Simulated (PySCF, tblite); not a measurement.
# C5H13GeN: geometry, infrared bands and NMR shifts

Aim: predict the infrared bands and NMR shifts of C5H13GeN (`C=[C](C)[GeH2][N](C)C`).

Programs: tblite 0.8.0 and PySCF 2.14.0, with density-fitted response routines of our own. Each step states its level of theory. These are calculated values for one molecule in the gas phase, unless marked as measured. Atoms are numbered from 0 throughout.

## (1) Starting geometry

20 atoms, charge 0, multiplicity 1; geometry from: force field or distance geometry start.

Bonds of the start (Å): C0–C1 1.33, C1–C2 1.46, C1–Ge3 1.91, Ge3–N4 1.83, N4–C5 1.44, N4–C6 1.47, C0–H7 1.09, C0–H8 1.09, C2–H9 1.12, C2–H10 1.09, C2–H11 1.12, Ge3–H12 1.56, Ge3–H13 1.58, C5–H14 1.11, C5–H15 1.12, C5–H16 1.13, C6–H17 1.11, C6–H18 1.12, C6–H19 1.10.

## (2) Optimising the geometry with GFN2-xTB

What the job is given:

```
{"job": {"kind": "relax", "xc": "GFN2-xTB", "basis": "xTB"}, "charge": 0, "multiplicity": 1}
C     -2.762800     0.999300     0.290500
C     -1.752500     0.282400    -0.206700
C     -2.074900    -0.919700    -0.973200
Ge     0.014500     0.895500     0.172800
N      1.361100     0.023300    -0.708900
C      1.527700    -1.356100    -0.320900
C      2.654600     0.702300    -0.529900
H     -2.610800     1.904100     0.882800
H     -3.790000     0.680200     0.096200
H     -2.744400    -0.648700    -1.829200
H     -1.216400    -1.477000    -1.360300
H     -2.660300    -1.625000    -0.337700
H      0.045800     2.415000    -0.181900
H      0.352700     0.772300     1.706700
H      1.034000    -1.556100     0.650800
H      1.085400    -2.084000    -1.041600
H      2.619900    -1.643100    -0.295900
H      2.585200     1.792400    -0.745800
H      2.856100     0.641900     0.572500
H      3.469800     0.211700    -1.072700
```

Launch:

```
OMP_NUM_THREADS=1 python probes_run.py task.json out
```

One launch serves the whole session: the jobs run in the order shown.

The program printed:

```text
step      E/eV     max force
  0    -601.61610    1.971
  1    -601.79554    0.755
  2    -601.85059    0.680
  3    -601.87775    0.532
  4    -601.90446    0.459
  5    -601.92637    0.404
  6    -601.93925    0.367
  7    -601.95391    0.336
  8    -601.96849    0.358
  9    -601.98235    0.382
 10    -601.99155    0.265
 11    -601.99746    0.197
 12    -602.00206    0.214
 13    -602.00609    0.210
 14    -602.00965    0.178
 15    -602.01322    0.163
 16    -602.01719    0.198
 17    -602.02130    0.159
 18    -602.02508    0.174
 19    -602.02852    0.165
 20    -602.03186    0.141
 21    -602.03520    0.135
 22    -602.03851    0.153
 23    -602.04154    0.124
 24    -602.04380    0.093
 25    -602.04521    0.076
 26    -602.04620    0.084
 27    -602.04733    0.088
 28    -602.04897    0.130
 29    -602.05100    0.156
 30    -602.05280    0.114
 31    -602.05409    0.074
 32    -602.05514    0.068
 33    -602.05630    0.108
 34    -602.05775    0.135
 35    -602.05946    0.115
 36    -602.06151    0.111
 37    -602.06406    0.144
 38    -602.06703    0.133
 39    -602.07014    0.159
 40    -602.07333    0.158
 41    -602.07661    0.191
 42    -602.08024    0.255
 43    -602.08444    0.244
 44    -602.08944    0.210
 45    -602.09603    0.249
 46    -602.10468    0.277
 47    -602.11281    0.319
 48    -602.11774    0.337
 49    -602.12119    0.422
 50    -602.13267    0.162
 51    -602.13736    0.138
 52    -602.14545    0.187
 53    -602.15197    0.234
 54    -602.16025    0.220
 55    -602.16765    0.212
 56    -602.17551    0.222
 57    -602.18550    0.212
 58    -602.19791    0.218
 59    -602.20356    0.209
 60    -602.20882    0.166
 61    -602.21332    0.149
 62    -602.22000    0.186
 63    -602.22366    0.161
 64    -602.22800    0.102
 65    -602.23014    0.112
 66    -602.23218    0.118
 67    -602.23433    0.123
 68    -602.23687    0.121
 69    -602.23880    0.109
 70    -602.24119    0.097
 71    -602.24481    0.138
 72    -602.24888    0.177
 73    -602.25248    0.136
 74    -602.25486    0.109
 75    -602.25653    0.094
 76    -602.25791    0.096
 77    -602.25925    0.091
 78    -602.26026    0.056
 79    -602.26087    0.058
 80    -602.26164    0.064
 81    -602.26253    0.068
 82    -602.26342    0.065
 83    -602.26414    0.069
 84    -602.26479    0.061
 85    -602.26557    0.074
 86    -602.26646    0.076
 87    -602.26726    0.054
 88    -602.26789    0.070
 89    -602.26850    0.058
 90    -602.26921    0.068
 91    -602.26997    0.070
 92    -602.27073    0.069
 93    -602.27142    0.075
 94    -602.27218    0.067
 95    -602.27314    0.070
 96    -602.27404    0.063
 97    -602.27463    0.085
 98    -602.27512    0.049
 99    -602.27543    0.033
100    -602.27571    0.028
101    -602.27594    0.028
102    -602.27618    0.033
103    -602.27640    0.035
104    -602.27672    0.040
105    -602.27712    0.052
106    -602.27763    0.058
107    -602.27823    0.070
108    -602.27898    0.075
109    -602.28005    0.073
110    -602.28165    0.116
111    -602.28413    0.123
112    -602.28722    0.135
113    -602.29108    0.130
114    -602.29272    0.172
115    -602.29696    0.162
116    -602.29969    0.155
117    -602.30374    0.161
118    -602.30575    0.249
119    -602.30842    0.113
120    -602.31184    0.238
121    -602.31433    0.139
122    -602.31642    0.089
123    -602.31851    0.079
124    -602.31929    0.066
125    -602.31998    0.053
126    -602.32048    0.076
127    -602.32100    0.050
128    -602.32144    0.050
129    -602.32179    0.066
130    -602.32206    0.055
131    -602.32242    0.037
132    -602.32278    0.041
133    -602.32308    0.040
134    -602.32337    0.042
135    -602.32379    0.050
136    -602.32458    0.061
137    -602.32589    0.068
138    -602.32765    0.083
139    -602.32955    0.093
140    -602.33107    0.113
141    -602.33274    0.089
142    -602.33414    0.098
143    -602.33581    0.092
144    -602.33644    0.097
145    -602.33744    0.073
146    -602.33890    0.062
147    -602.33966    0.072
148    -602.34078    0.075
149    -602.34155    0.061
150    -602.34228    0.063
151    -602.34292    0.054
152    -602.34366    0.049
153    -602.34438    0.054
154    -602.34547    0.074
155    -602.34649    0.072
156    -602.34729    0.059
157    -602.34791    0.050
158    -602.34853    0.052
159    -602.34897    0.060
160    -602.34931    0.043
161    -602.34959    0.037
162    -602.35014    0.042
163    -602.35062    0.054
164    -602.35140    0.070
165    -602.35215    0.075
166    -602.35300    0.080
167    -602.35391    0.074
168    -602.35491    0.075
169    -602.35579    0.047
170    -602.35586    0.153
171    -602.35687    0.047
172    -602.35720    0.049
173    -602.35774    0.039
174    -602.35800    0.047
175    -602.35841    0.031
176    -602.35867    0.028
177    -602.35879    0.026
178    -602.35890    0.024
179    -602.35901    0.027
180    -602.35913    0.023
181    -602.35923    0.018
182    -602.35929    0.018
183    -602.35934    0.015
184    -602.35938    0.016
185    -602.35941    0.012
186    -602.35945    0.013
187    -602.35950    0.018
188    -602.35957    0.018
189    -602.35966    0.025
190    -602.35978    0.024
191    -602.35992    0.025
192    -602.36011    0.036
193    -602.36036    0.045
194    -602.36065    0.044
195    -602.36089    0.038
196    -602.36105    0.023
197    -602.36114    0.019
198    -602.36122    0.026
199    -602.36129    0.030
200    -602.36134    0.018
201    -602.36137    0.010
202    -602.36140    0.010
203    -602.36142    0.011
204    -602.36145    0.008
```

Wall time 1.5 s (1 thread of Arm Neoverse V1, shared host); peak memory 0.18 GiB.

The steps of the relaxation: (not every step is listed)

| step | energy from step 0 (eV) | largest force (eV/Å) |
| --- | --- | --- |
| 0 | 0.0000 | 1.9709 |
| 1 | -0.1794 | 0.7547 |
| 2 | -0.2345 | 0.6796 |
| 3 | -0.2617 | 0.5323 |
| 4 | -0.2884 | 0.4587 |
| 5 | -0.3103 | 0.4043 |
| 6 | -0.3232 | 0.3672 |
| 7 | -0.3378 | 0.3364 |
| 8 | -0.3524 | 0.3576 |
| 27 | -0.4312 | 0.0878 |
| 46 | -0.4886 | 0.2771 |
| 65 | -0.6140 | 0.1123 |
| 84 | -0.6487 | 0.0606 |
| 103 | -0.6603 | 0.0353 |
| 122 | -0.7003 | 0.0894 |
| 141 | -0.7166 | 0.0894 |
| 160 | -0.7332 | 0.0431 |
| 179 | -0.7429 | 0.0274 |
| 198 | -0.7451 | 0.0261 |
| 199 | -0.7452 | 0.0295 |
| 200 | -0.7452 | 0.0185 |
| 201 | -0.7453 | 0.0101 |
| 202 | -0.7453 | 0.0103 |
| 203 | -0.7453 | 0.0113 |
| 204 | -0.7454 | 0.0085 |

Close pairs (by a distance rule), those that changed most:

| bond | before (Å) | after (Å) | change (Å) |
| --- | --- | --- | --- |
| C1–Ge3 | 1.908 | 1.965 | +0.056 |
| Ge3–H12 | 1.561 | 1.509 | -0.052 |
| Ge3–H13 | 1.576 | 1.527 | -0.049 |
| C5–H16 | 1.130 | 1.094 | -0.035 |
| C1–C2 | 1.462 | 1.494 | +0.032 |
| C2–H9 | 1.120 | 1.088 | -0.032 |
| N4–C6 | 1.472 | 1.446 | -0.026 |
| C5–H15 | 1.116 | 1.090 | -0.026 |

The final coordinates are the input of the step that follows.

## (3) Harmonic vibrations with GFN2-xTB

What the job is given:

```
{"job": {"kind": "ir", "xc": "GFN2-xTB", "basis": "xTB"}, "charge": 0, "multiplicity": 1}
C     -2.662265     0.255028     0.644491
C     -1.722038     0.313250    -0.286104
C     -1.889995    -0.286235    -1.644273
Ge     0.001602     1.194906     0.048738
N      1.293712    -0.059740    -0.308972
C      1.211508    -1.344436     0.349886
C      2.664752     0.352863    -0.508096
H     -2.519700     0.703057     1.615419
H     -3.610660    -0.235270     0.478801
H     -2.818166    -0.848717    -1.726850
H     -1.887340     0.505460    -2.394112
H     -1.048503    -0.942998    -1.863755
H      0.331936     2.298194    -0.925793
H      0.008189     1.796011     1.452436
H      1.689956    -1.342452     1.338154
H      0.165169    -1.621778     0.476088
H      1.705237    -2.105819    -0.261666
H      2.679586     1.315829    -1.016452
H      3.221317     0.444970     0.433788
H      3.180553    -0.381446    -1.133856
```

The program printed:

```text
mode    cm-1     km/mol
  1      47.1      0.39
  2      63.2      0.51
  3      85.7      0.08
  4     133.9      0.45
  5     175.5      5.24
  6     211.9      0.08
  7     234.3      0.01
  8     265.3      0.46
  9     281.9      4.01
 10     312.7      8.63
 11     328.9      7.32
 12     373.9     23.63
 13     461.8     97.75
 14     522.5     35.52
 15     543.5      9.69
 16     598.6     51.87
 17     670.2    150.26
 18     706.7    145.52
 19     814.5    209.00
 20     898.3     37.68
 21     955.3      5.95
 22     979.4     75.47
 23    1005.2      6.17
 24    1036.5      1.37
 25    1053.6      0.51
 26    1091.6      1.23
 27    1132.1      6.09
 28    1187.5      7.43
 29    1194.0     41.06
 30    1240.9     17.90
 31    1390.9      6.98
 32    1411.5      1.07
 33    1417.0      0.92
 34    1425.6      1.98
 35    1466.4      5.77
 36    1474.5      1.89
 37    1478.1      6.07
 38    1485.1      3.11
 39    1505.0      8.34
 40    1512.3      0.56
 41    1684.7      1.24
 42    1788.2    443.84
 43    1947.3    456.85
 44    2872.0     13.56
 45    2873.0    146.46
 46    2939.4     20.99
 47    2943.8    127.22
 48    2987.5     23.67
 49    2995.6     40.64
 50    3003.1     35.84
 51    3005.0     13.24
 52    3018.0     43.05
 53    3058.7     46.63
 54    3086.6     47.96
```

It took 0.75 s on 1 thread of Arm Neoverse V1, shared host; peak memory 0.18 GiB.

The strongest bands and the atoms that carry them (share of the mass-weighted mode):

| cm⁻¹ | km/mol | atoms |
| --- | --- | --- |
| 462 | 97.8 | H13 32 %, H12 27 %, C1 17 %, Ge3 10 % |
| 670 | 150.3 | H12 32 %, H7 24 %, H8 20 %, H13 14 % |
| 707 | 145.5 | H12 39 %, H7 25 %, H8 20 % |
| 814 | 209.0 | H12 54 %, H13 44 % |
| 1788 | 443.8 | H13 94 % |
| 1947 | 456.9 | H12 95 % |
| 2873 | 146.5 | H18 60 %, H14 27 % |
| 2944 | 127.2 | H19 68 %, H16 20 % |

## (4) Shielding tensors: PBE0/pcSseg-1

Settings changed since step 3:

```diff
@@ -1,2 +1,2 @@
-{"job": {"kind": "ir", "xc": "GFN2-xTB", "basis": "xTB"}, "charge": 0, "multiplicity": 1}
+{"job": {"kind": "nmr", "xc": "PBE0", "basis": "pcSseg-1"}, "charge": 0, "multiplicity": 1}
 C     -2.662265     0.255028     0.644491
```

Level: GIAO PBE0/pcSseg-1 NMR shielding, non-relativistic, gas phase.

The program printed:

```text
coarse grid: 70576 points
cycle   1  E = -2329.1656690586  dE = -1.122e-01  |g| = 9.414e-01  |ddm| = 3.964e+00
cycle   2  E = -2329.1160042362  dE =  4.966e-02  |g| = 1.024e+00  |ddm| = 1.200e+00
cycle   3  E = -2329.2501920021  dE = -1.342e-01  |g| = 1.501e-01  |ddm| = 8.108e-01
cycle   4  E = -2329.2540108540  dE = -3.819e-03  |g| = 6.655e-02  |ddm| = 1.676e-01
cycle   5  E = -2329.2548638660  dE = -8.530e-04  |g| = 9.136e-03  |ddm| = 6.316e-02
cycle   6  E = -2329.2548836057  dE = -1.974e-05  |g| = 3.007e-03  |ddm| = 1.341e-02
cycle   7  E = -2329.2548855878  dE = -1.982e-06  |g| = 1.297e-03  |ddm| = 3.415e-03
final grid: 149912 points
cycle   8  E = -2329.2549299251  dE =  6.938e-07  |g| = 2.205e-03  |ddm| = 3.650e-03
cycle   9  E = -2329.2549271750  dE =  2.750e-06  |g| = 3.947e-03  |ddm| = 4.731e-03
cycle  10  E = -2329.2549311582  dE = -3.983e-06  |g| = 1.414e-04  |ddm| = 3.088e-03
cycle  11  E = -2329.2549311632  dE = -4.935e-09  |g| = 3.279e-05  |ddm| = 1.781e-04
cycle  12  E = -2329.2549311633  dE = -1.223e-10  |g| = 5.660e-06  |ddm| = 2.316e-05
converged SCF energy = -2329.2549311633

GIAO shielding tensors (ppm)
atom      isotropic    diamagn.    paramagn.     s11        s22        s33       span
  0 C       52.746     252.647    -199.901    -62.297     75.177    145.360    207.657
  1 C       32.001     265.461    -233.460    -77.711      7.399    166.315    244.026
  2 C      160.050     246.288     -86.238    144.984    149.576    185.590     40.605
  3 Ge    1376.266    2758.384   -1382.118   1281.151   1333.003   1514.644    233.493
  4 N      246.769     330.162     -83.392    213.278    261.520    265.509     52.231
  5 C      144.838     247.739    -102.901    119.488    129.697    185.328     65.840
  6 C      142.012     243.359    -101.347    117.643    122.644    185.750     68.107
  7 H       26.017      32.336      -6.319     22.360     24.003     31.688      9.328
  8 H       25.551      30.466      -4.915     22.068     24.916     29.670      7.603
  9 H       29.753      29.681       0.073     26.052     27.730     35.479      9.427
 10 H       29.600      29.001       0.599     25.431     28.062     35.308      9.878
 11 H       29.284      31.453      -2.169     23.957     30.916     32.980      9.023
 12 H       27.110      31.488      -4.378     21.074     22.479     37.777     16.703
 13 H       26.836      31.394      -4.558     20.584     22.056     37.868     17.284
 14 H       29.440      31.253      -1.814     24.980     26.854     36.485     11.505
 15 H       28.927      33.297      -4.370     23.020     29.469     34.291     11.271
 16 H       29.252      31.041      -1.788     24.990     26.310     36.457     11.467
 17 H       28.829      29.740      -0.911     23.818     27.076     35.594     11.776
 18 H       29.233      28.756       0.476     24.422     26.866     36.411     11.989
 19 H       29.021      28.813       0.208     24.256     26.354     36.454     12.198
```

Wall time 43 s (1 thread of Arm Neoverse V1, shared host); peak memory 0.86 GiB.

Shifts follow as δ = σ(reference) − σ, with reference shieldings (ppm) from runs at the same level and on the same kind of geometry: 1H TMS 31.72, 13C TMS 186.9, 15N NH3 267.7, 73Ge GeMe4 1331. The references are single molecules in the gas phase, so shifts against H2O, NH3, PH3, H3PO4 or CFCl3 are not on the usual liquid scales and can be off by tens of ppm. Atoms listed in one row are averaged.

| atoms | environment | σ (ppm) | δ (ppm) |
| --- | --- | --- | --- |
| C1 | fully substituted alkene carbon | 32.0 | 154.9 |
| C0 | terminal =CH2 carbon | 52.7 | 134.2 |
| C5, C6 | methyl carbon bonded to N | 143.4 | 43.5 |
| C2 | allylic methyl carbon | 160.1 | 26.9 |
| H8 | hydrogen on a terminal =CH2 carbon | 25.55 | 6.17 |
| H7 | hydrogen on a terminal =CH2 carbon | 26.02 | 5.70 |
| H12, H13 | hydrogen on a germanium bonded to C, N | 26.97 | 4.74 |
| H14, H15, H16, H17, H18, H19 | hydrogen on a methyl carbon bonded to N | 29.12 | 2.60 |
| H9, H10, H11 | hydrogen on an allylic methyl carbon | 29.55 | 2.17 |
| Ge3 | germanium bonded to C, N, 2 H | 1376 | -45 |
| N4 | nitrogen bonded to 2 C, Ge | 246.8 | 21.0 |

The run also stored atomic charges by several schemes (e):

| atoms | Mulliken | IAO | Hirshfeld | ESP fit |
| --- | --- | --- | --- | --- |
| C0 | -0.06 | -0.31 | -0.11 | -0.49 |
| C1 | -0.68 | -0.20 | -0.07 | 0.13 |
| C2 | -0.16 | -0.42 | -0.12 | -0.42 |
| Ge3 | 0.75 | 0.73 | 0.37 | 0.30 |
| N4 | -0.86 | -0.47 | -0.18 | -0.14 |
| C5, C6 | -0.07 | -0.30 | -0.08 | -0.39 |

Mayer bond orders: C0–C1 1.95, C1–C2 1.04, C1–Ge3 0.85, Ge3–N4 0.84, N4–C5 0.96, N4–C6 0.97.

## (5) Results

```
                                                               quantity                             value
                              strongest single infrared mode (GFN2-xTB)             1947 cm⁻¹, 457 km/mol
                                           zero-point energy (GFN2-xTB)                    102.0 kcal/mol
13C shifts against TMS (PBE0/pcSseg-1, means over atoms taken as alike)      154.9, 134.2, 43.5, 26.9 ppm
 1H shifts against TMS (PBE0/pcSseg-1, means over atoms taken as alike)  6.17, 5.70, 4.74, 2.60, 2.17 ppm
                              73Ge shifts against GeMe4 (PBE0/pcSseg-1)                           -45 ppm
                                 15N shifts against NH3 (PBE0/pcSseg-1)                          21.0 ppm
```

**Reading.** The optimisation took 204 steps and gained 0.745 eV; among the close pairs (by a distance rule), C1–Ge3 changed most, from 1.908 to 1.965 Å. No mode is imaginary among the 54: a minimum at this level. The strongest single mode, at 1947 cm⁻¹, moves mainly H12. Unscaled tight-binding wavenumbers are off by several per cent, some by more. Its intensities can rank the bands wrongly. C1 (fully substituted alkene carbon) lies farthest downfield among carbon, at 154.9 ppm; an sp2 carbon of a C=C bond. Spin-orbit coupling is left out, which matters for shieldings and couplings at and beside the heavy atoms.
